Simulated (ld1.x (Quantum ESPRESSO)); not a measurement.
**Ge: generating and testing an ultrasoft potential**

Aim: build the potential from the settings below, then test how well it stands in for the atom: other configurations, scattering, ghost states and the plane-wave cutoff that it needs.

The numbers are computed with ld1.x (Quantum ESPRESSO) 7.5 (PBE, scalar-relativistic, spin-unpolarised reference atom).

1 further run of the same task is left out (set aside as unsound or not needed).

### 1 Starting point

The settings as typed:

```
element                 : germanium (Ge, Z = 32)
type                    : ultrasoft
frozen core             : [Ar]
valence charge          : 14
reference configuration : 3d10 4s2 4p2
partial waves           : 4s (bound): rcut 1.50, rcutus 1.90 bohr; 4s channel at 0.7 Ry: rcut 1.50, rcutus 1.90 bohr; 4p (bound): rcut 1.30, rcutus 1.96 bohr; 4p channel at 0.15 Ry: rcut 1.30, rcutus 1.96 bohr; 3d (bound): rcut 0.95, rcutus 1.30 bohr; 3d channel at -0.55 Ry: rcut 0.95, rcutus 1.30 bohr
local potential         : all-electron potential smoothed inside 1.85 bohr (lloc = -1)
core correction         : not asked for
augmentation charge     : PSQ, radius 0.85 bohr
```

An earlier all-electron run gives the scale for the radii.

All-electron outer shells of the reference configuration (PBE, scalar-relativistic, ld1.x):

```json
{"shell": "3s", "level (eV)": "-168.49", "outermost node (bohr)": "0.26", "outermost maximum (bohr)": "0.54"}
{"shell": "3p", "level (eV)": "-115.62", "outermost node (bohr)": "0.23", "outermost maximum (bohr)": "0.54"}
{"shell": "3d", "level (eV)": "-29.31", "outermost node (bohr)": "–", "outermost maximum (bohr)": "0.50"}
{"shell": "4s", "level (eV)": "-11.73", "outermost node (bohr)": "0.77", "outermost maximum (bohr)": "1.75"}
{"shell": "4p", "level (eV)": "-3.90", "outermost node (bohr)": "0.82", "outermost maximum (bohr)": "2.22"}
```

### 2 Generating the potential

File Ge.in:

```
 &input
   title='Ge', zed=32., rel=1, dft='PBE', iswitch=3,
   config='[Ar] 3d10 4s2 4p2',
   nld=3, rlderiv=2.15, eminld=-4.0, emaxld=5.0, deld=0.02
 /
 &inputp
   pseudotype=3, tm=.true., lloc=-1, rcloc=1.85,
   nlcc=.false.,
   which_augfun='PSQ', rmatch_augfun=0.85,
   file_pseudopw='Ge.UPF', file_wfcaegen='ae.wfc', file_wfcncgen='nc.wfc', file_beta='beta', file_chi='chi', file_wfcusgen='us.wfc'
 /
6
4S  1  0   2.00   0.00  1.50  1.90  0.0
4S  1  0   0.00   0.70  1.50  1.90  0.0
4P  2  1   2.00   0.00  1.30  1.96  0.0
4P  2  1   0.00   0.15  1.30  1.96  0.0
3D  3  2  10.00   0.00  0.95  1.30  0.0
3D  3  2   0.00  -0.55  0.95  1.30  0.0
 &test
   configts(1)='3d10 4s2 4p2'
 /
```

Command:

```bash
$ ld1.x < Ge.in > Ge.out
```

Output in Ge.out (without the banner and most projector matrices):

```text
     Program LD1 v.7.5
     --------------------------- All-electron run ----------------------------

     Ge
     scalar relativistic calculation

     atomic number is 32.00
     dft =PBE   lsd =0 sic =0 latt =0  beta=0.20 tr2=1.0E-14
     Exchange-correlation= PBE
                           (   1   4   3   4   0   0   0)
     mesh =1207 r(mesh) = 100.41023 a.u. xmin = -7.00 dx = 0.01250
     1 Ry =  13.60569312 eV, c = 137.03599908

     n l     nl                  e(Ry)          e(Ha)          e(eV)
     1 0     1S 1( 2.00)      -805.6314      -402.8157    -10961.1741
     2 0     2S 1( 2.00)      -100.8250       -50.4125     -1371.7939
     2 1     2P 1( 6.00)       -88.1036       -44.0518     -1198.7111
     3 0     3S 1( 2.00)       -12.3839        -6.1919      -168.4909
     3 1     3P 1( 6.00)        -8.4979        -4.2490      -115.6205
     3 2     3D 1(10.00)        -2.1543        -1.0772       -29.3109
     4 0     4S 1( 2.00)        -0.8622        -0.4311       -11.7311
     4 1     4P 1( 2.00)        -0.2863        -0.1431        -3.8953

     final scf error:  3.0E-15 reached in  36 iterations

     Etot =   -4197.669992 Ry,   -2098.834996 Ha,  -57112.209742 eV

     Ekin =    4273.695468 Ry,    2136.847734 Ha,   58146.589038 eV
     Encl =  -10116.689522 Ry,   -5058.344761 Ha, -137644.573051 eV
     Eh   =    1804.321722 Ry,     902.160861 Ha,   24549.047641 eV
     Exc  =    -158.997660 Ry,     -79.498830 Ha,   -2163.273369 eV

     normalization and overlap integrals

     s(1S/1S) =  1.000000  <r> =   0.0470  <r2> =    0.0030  r(max) =   0.0309
     s(2S/2S) =  1.000000  <r> =   0.2100  <r2> =    0.0520  r(max) =   0.1754
     s(2P/2P) =  1.000000  <r> =   0.1837  <r2> =    0.0414  r(max) =   0.1418
     s(3S/3S) =  1.000000  <r> =   0.6242  <r2> =    0.4495  r(max) =   0.5402
     s(3P/3P) =  1.000000  <r> =   0.6470  <r2> =    0.4929  r(max) =   0.5402
     s(3D/3D) =  1.000000  <r> =   0.7365  <r2> =    0.6969  r(max) =   0.5012
     s(4S/4S) =  1.000000  <r> =   2.1162  <r2> =    5.1841  r(max) =   1.7494
     s(4P/4P) =  1.000000  <r> =   2.8993  <r2> =   10.0650  r(max) =   2.2184

     ------------------------ End of All-electron run ------------------------

     --------------------- Generating US pseudopotential ---------------------

      Generating local potential from pseudized AE potential:
      Matching radius rcloc =   1.8500

      Local pseudo, rcloc= 1.839 Estimated cut-off energy=     7.19 Ry
      Wfc-us  4S rcutus= 1.886  Estimated cut-off energy=    12.81 Ry
      Wfc-us  4S rcutus= 1.886  Estimated cut-off energy=    16.05 Ry
      Wfc-us  4P rcutus= 1.982  Estimated cut-off energy=    18.70 Ry
      Wfc-us  4P rcutus= 1.982  Estimated cut-off energy=    19.37 Ry
      Wfc-us  3D rcutus= 1.296  Estimated cut-off energy=    70.62 Ry
      Wfc-us  3D rcutus= 1.296  Estimated cut-off energy=   115.55 Ry

     Q pseudized with Bessel functions
     Expected ecutrho=     577.6437 due to l1=  2   l2=  2

     ------------------- End of pseudopotential generation -------------------

     [... the all-electron block is printed once more ...]


     Computing logarithmic derivative in   2.15014
     Computing logarithmic derivative in   2.15014
     Computing the partial wave expansion
     R is outside the sphere for l=    0 j= 0.00
     R is outside the sphere for l=    0 j= 0.00
     R is outside the sphere for l=    1 j= 0.00
     R is outside the sphere for l=    1 j= 0.00
     R is outside the sphere for l=    2 j= 0.00
     R is outside the sphere for l=    2 j= 0.00

     ---------------------- Testing the pseudopotential ----------------------

     Ge
     scalar relativistic calculation

     atomic number is 32.00   valence charge is 14.00
     dft =PBE   lsd =0 sic =0 latt =0  beta=0.20 tr2=1.0E-14
     mesh =1207 r(mesh) = 100.41023 xmin = -7.00 dx = 0.01250

     n l     nl             e AE (Ry)        e PS (Ry)    De AE-PS (Ry)
     3 2     3D   1(10.00)       -2.15431       -2.15431        0.00000
     1 0     4S   1( 2.00)       -0.86222       -0.86222        0.00000
     2 1     4P   1( 2.00)       -0.28630       -0.28630        0.00000

     eps = 4.7E-17  iter = 12

     Etot =   -4197.669992 Ry,   -2098.834996 Ha,  -57112.209742 eV
     Etotps =  -190.388042 Ry,     -95.194021 Ha,   -2590.361274 eV

     Ekin =      50.463905 Ry,      25.231953 Ha,     686.596410 eV
     Encl =    -388.484537 Ry,    -194.242269 Ha,   -5285.601400 eV
     Ehrt =     173.664996 Ry,      86.832498 Ha,    2362.832636 eV
     Ecxc =     -23.535491 Ry,     -11.767746 Ha,    -320.216669 eV
     Epseu=      -2.496914 Ry,      -1.248457 Ha,     -33.972251 eV

     ---------------------- End of pseudopotential test ----------------------
```

It took 1.3 s on 1 thread, shared host. This counts the later configuration tests of the new file too.

Partial waves on a coarse radial grid (AE all-electron, PS pseudo):

| r (bohr) | 4s AE | 4s PS | 3d AE | 3d PS |
| --- | --- | --- | --- | --- |
| 0.098 | 0.1504 | 0.0658 | 0.1592 | 0.0045 |
| 0.196 | 0.1428 | 0.1312 | 0.5561 | 0.0345 |
| 0.294 | -0.1231 | 0.1957 | 0.8971 | 0.1063 |
| 0.392 | -0.3080 | 0.2589 | 1.0894 | 0.2219 |
| 0.490 | -0.3437 | 0.3204 | 1.1514 | 0.3677 |
| 0.588 | -0.2676 | 0.3796 | 1.1274 | 0.5186 |
| 0.686 | -0.1314 | 0.4362 | 1.0562 | 0.6465 |
| 0.784 | 0.0264 | 0.4896 | 0.9635 | 0.7286 |
| 0.882 | 0.1821 | 0.5394 | 0.8644 | 0.7548 |
| 0.980 | 0.3230 | 0.5852 | 0.7671 | 0.7294 |
| 1.078 | 0.4436 | 0.6265 | 0.6758 | 0.6683 |
| 1.176 | 0.5420 | 0.6628 | 0.5924 | 0.5921 |
| 1.274 | 0.6191 | 0.6938 | 0.5175 | 0.5175 |
| 1.372 | 0.6766 | 0.7192 | 0.4509 | 0.4509 |
| 1.470 | 0.7169 | 0.7386 | 0.3923 | 0.3923 |
| 1.568 | 0.7424 | 0.7517 | 0.3409 | 0.3409 |
| 1.666 | 0.7555 | 0.7584 | 0.2961 | 0.2961 |
| 1.764 | 0.7580 | 0.7585 | 0.2569 | 0.2569 |
| 1.862 | 0.7521 | 0.7521 | 0.2228 | 0.2228 |
| 1.960 | 0.7393 | 0.7393 | 0.1932 | 0.1932 |
| 2.058 | 0.7210 | 0.7210 | 0.1675 | 0.1675 |
| 2.156 | 0.6984 | 0.6984 | 0.1451 | 0.1451 |
| 2.254 | 0.6728 | 0.6728 | 0.1257 | 0.1257 |
| 2.352 | 0.6448 | 0.6448 | 0.1088 | 0.1088 |
| 2.450 | 0.6154 | 0.6154 | 0.0942 | 0.0942 |
| 2.548 | 0.5851 | 0.5851 | 0.0816 | 0.0816 |

### 3 Testing the new file in other configurations

File Ge.test.in:

```
 &input
   title='Ge', zed=32., rel=1, dft='PBE', iswitch=2,
   config='[Ar] 3d10 4s2 4p2'
 /
 &test
   file_pseudo='Ge.UPF', nconf=8,
   configts(1)='3d10 4s2 4p2',
   configts(2)='3d10 4s2 4p1',
   configts(3)='3d10 4s2 4p0',
   configts(4)='3d10 4s1 4p0',
   configts(5)='3d9 4s2 4p2',
   configts(6)='3d9 4s2 4p3',
   configts(7)='3d10 4s1 4p3',
   configts(8)='3d10 4s0 4p0'
 /
```

Command:

```bash
$ ld1.x < Ge.test.in > Ge.test.out
```

Ge.test.out, the pseudopotential blocks, each with the warnings that came before it (excerpt; [...] marks lines left out):

```text
     ---------------------- Testing the pseudopotential ----------------------

     Ge
     scalar relativistic calculation

     atomic number is 32.00   valence charge is 14.00
     dft =PBE   lsd =0 sic =0 latt =0  beta=0.20 tr2=1.0E-14
     mesh =1207 r(mesh) = 100.41023 xmin = -7.00 dx = 0.01250

     n l     nl             e AE (Ry)        e PS (Ry)    De AE-PS (Ry)
     3 2     3D   1(10.00)       -2.15431       -2.15431        0.00000
     1 0     4S   1( 2.00)       -0.86222       -0.86222        0.00000
     2 1     4P   1( 2.00)       -0.28630       -0.28630        0.00000

     eps = 1.1E-16  iter = 12

     Etot =   -4197.669992 Ry,   -2098.834996 Ha,  -57112.209742 eV
     Etotps =  -190.388042 Ry,     -95.194021 Ha,   -2590.361274 eV

     Ekin =      50.463905 Ry,      25.231953 Ha,     686.596410 eV
     Encl =    -388.484537 Ry,    -194.242269 Ha,   -5285.601399 eV
     Ehrt =     173.664996 Ry,      86.832498 Ha,    2362.832635 eV
     Ecxc =     -23.535491 Ry,     -11.767746 Ha,    -320.216669 eV
     Epseu=      -2.496914 Ry,      -1.248457 Ha,     -33.972251 eV

     ---------------------- End of pseudopotential test ----------------------

     Warning: n=3, l=2 expected 0 nodes, found 1
     ---------------------- Testing the pseudopotential ----------------------

     Ge
     [...]
     n l     nl             e AE (Ry)        e PS (Ry)    De AE-PS (Ry)
     3 2     3D   1(10.00)       -2.81637       -2.82127        0.00490
     1 0     4S   1( 2.00)       -1.45956       -1.45036       -0.00921  !
     2 1     4P   1( 1.00)       -0.82628       -0.85876        0.03248  !

     eps = 2.8E-15  iter = 17

     Etot =   -4197.122869 Ry,   -2098.561434 Ha,  -57104.765750 eV
     Etotps =  -189.835774 Ry,     -94.917887 Ha,   -2582.847279 eV
     dEtot_ae =       0.547123 Ry
     dEtot_ps =       0.552268 Ry,   Delta E=      -0.005145 Ry

     [...]
     ---------------------- End of pseudopotential test ----------------------

     ---------------------- Testing the pseudopotential ----------------------

     Ge
     [...]
     n l     nl             e AE (Ry)        e PS (Ry)    De AE-PS (Ry)
     3 2     3D   1(10.00)       -3.61570       -3.77026        0.15457  !
     1 0     4S   1( 2.00)       -2.14976       -2.15902        0.00925  !
     2 1     4P   1( 0.00)       -1.45571       -1.87750        0.42179  !

     eps = 4.3E-15  iter = 13

     Etot =   -4195.988126 Ry,   -2097.994063 Ha,  -57089.326796 eV
     Etotps =  -188.528829 Ry,     -94.264415 Ha,   -2565.065397 eV
     dEtot_ae =       1.681865 Ry
     dEtot_ps =       1.859213 Ry,   Delta E=      -0.177347 Ry

     [...]
     ---------------------- End of pseudopotential test ----------------------
```

5 tests gave no usable energy difference (3d10 4s1 4p0; 3d9 4s2 4p2; 3d9 4s2 4p3; 3d10 4s1 4p3; others); the test run stopped with "negative rho".

Energies count from the reference configuration 3d10 4s2 4p2; the error is all-electron less pseudo. A star marks tests that logged a warning.

| valence configuration | charge | ΔE all-electron (eV) | error AE − PS (meV) |
| --- | --- | --- | --- |
| 3d10 4s2 4p1 * | +1 | 7.444 | -70 |
| 3d10 4s2 4p0 | +2 | 22.883 | -2413 |

### 4 Does it scatter like the atom?

Taken from the files of the generation run. The phase is arctan(r·u′/u) with u = r·R, unwrapped, with energies in Ry. A pole is an energy at which the radial function vanishes at the test radius. The pseudo phase is shifted by a multiple of π to meet the all-electron one at the reference energy. Levels narrower than the energy grid can be missing from the poles. The last column is the largest difference on the grid between −1 and +1 Ry.

| channel | radius (bohr) | reference (Ry) | poles AE | poles PS | window around the reference with phases within 0.05 rad (Ry) | largest difference near zero (rad) |
| --- | --- | --- | --- | --- | --- | --- |
| s | 2.15 | -0.86 | 1.31 | 1.31 | the whole range | 0.000 |
| p | 2.15 | -0.29 | 2.74 | 2.72 | the whole range | 0.000 |
| d | 2.15 | -2.15 | -2.08 | -2.08 | the whole range | 0.000 |

Phases (rad) along the scan:

| E (Ry) | d AE | d PS | s AE | s PS |
| --- | --- | --- | --- | --- |
| -4.00 | 1.336 | 1.336 | 1.268 | 1.268 |
| -3.52 | 1.317 | 1.317 | 1.232 | 1.232 |
| -3.04 | 1.288 | 1.288 | 1.179 | 1.179 |
| -2.56 | 1.214 | 1.214 | 1.096 | 1.096 |
| -2.08 | -1.583 | -1.583 | 0.947 | 0.947 |
| -1.60 | -1.819 | -1.819 | 0.619 | 0.619 |
| -1.12 | -1.878 | -1.878 | -0.151 | -0.151 |
| -0.64 | -1.933 | -1.933 | -0.930 | -0.930 |
| -0.16 | -2.005 | -2.005 | -1.264 | -1.264 |
| 0.32 | -2.113 | -2.113 | -1.418 | -1.418 |
| 0.80 | -2.299 | -2.299 | -1.507 | -1.507 |
| 1.28 | -2.669 | -2.668 | -1.567 | -1.567 |
| 1.76 | -3.344 | -3.340 | -1.613 | -1.614 |
| 2.24 | -3.965 | -3.961 | -1.653 | -1.653 |
| 2.72 | -4.286 | -4.282 | -1.691 | -1.691 |
| 3.20 | -4.452 | -4.449 | -1.730 | -1.731 |
| 3.68 | -4.551 | -4.547 | -1.773 | -1.776 |
| 4.16 | -4.617 | -4.614 | -1.827 | -1.834 |
| 4.64 | -4.666 | -4.662 | -1.900 | -1.916 |

### 5 Plane-wave convergence, by spherical Bessel functions

A separate test, outside the generator: the pseudo-atom's Hamiltonian at the reference potential is diagonalised in spherical Bessel functions j_l(qr) that vanish at 20 bohr, with q² up to the cutoff.

All-electron valence levels (Ry): 4s -0.8622, 4p -0.2863, 3d -2.1543. The lowest levels of each channel (Ry) by cutoff; the last column sums, over occupied levels, occupation times the distance from the level at 400 Ry. A positive value at high cutoff is not a bound level.

| cutoff (Ry) | s #1 | p #1 | d #1 | f #1 | Σ f·Δε (mRy) |
| --- | --- | --- | --- | --- | --- |
| 8 | -0.8613 | -0.2854 | 0.0403 | 0.1080 | 21950.1 |
| 12 | -0.8621 | -0.2861 | -0.3210 | 0.1080 | 18334.6 |
| 21 | -0.8622 | -0.2863 | -1.4711 | 0.1080 | 6832.0 |
| 30 | -0.8623 | -0.2863 | -1.9029 | 0.1080 | 2513.9 |
| 45 | -0.8623 | -0.2863 | -2.1217 | 0.1080 | 326.1 |
| 55 | -0.8623 | -0.2863 | -2.1489 | 0.1080 | 54.5 |
| 80 | -0.8623 | -0.2863 | -2.1533 | 0.1080 | 10.0 |
| 100 | -0.8623 | -0.2863 | -2.1541 | 0.1080 | 2.6 |
| 140 | -0.8623 | -0.2863 | -2.1543 | 0.1080 | 0.7 |
| 180 | -0.8623 | -0.2863 | -2.1543 | 0.1080 | 0.2 |
| 400 | -0.8623 | -0.2863 | -2.1543 | 0.1080 | 0.0 |

The sum stays within 10 mRy from 80 Ry and within 1 mRy from 140 Ry. The sum leaves out empty levels, which can need more. Ghost test: no level below the all-electron spectrum of its channel (s, p, d, f tested).

### 6 Outcome

| quantity | value |
| --- | --- |
| cutoffs for 10 and 1 mRy, occupied levels | 80 Ry and 140 Ry |
| bound ghosts | none found |
| largest test error (AE − PS) | -2413 meV, for 3d10 4s2 4p0 (5 tests unsolved) |
| largest phase difference near zero energy, channels read | 0.000 rad |
| lowest eigenvalue of the overlap (Bessel basis) | 0.391 (s) |
| density cutoff estimated by the generator | 578 Ry |

The worst unpolarised test, 3d10 4s2 4p0, is off by 2413 meV on 22.9 eV; by total energies transferability rates as poor. The test run broke off, so later configurations gave nothing; the verdict rests on few tests. It counts as hard, with 80 Ry needed at the looser tolerance. The slowest occupied level is 3d: taken alone it needs 80 Ry to come within 1 mRy, against 10 Ry for 4s. The Bessel-basis test finds no level below the valence levels. Near zero energy the phases of the channels with partial waves agree within 0.001 rad.
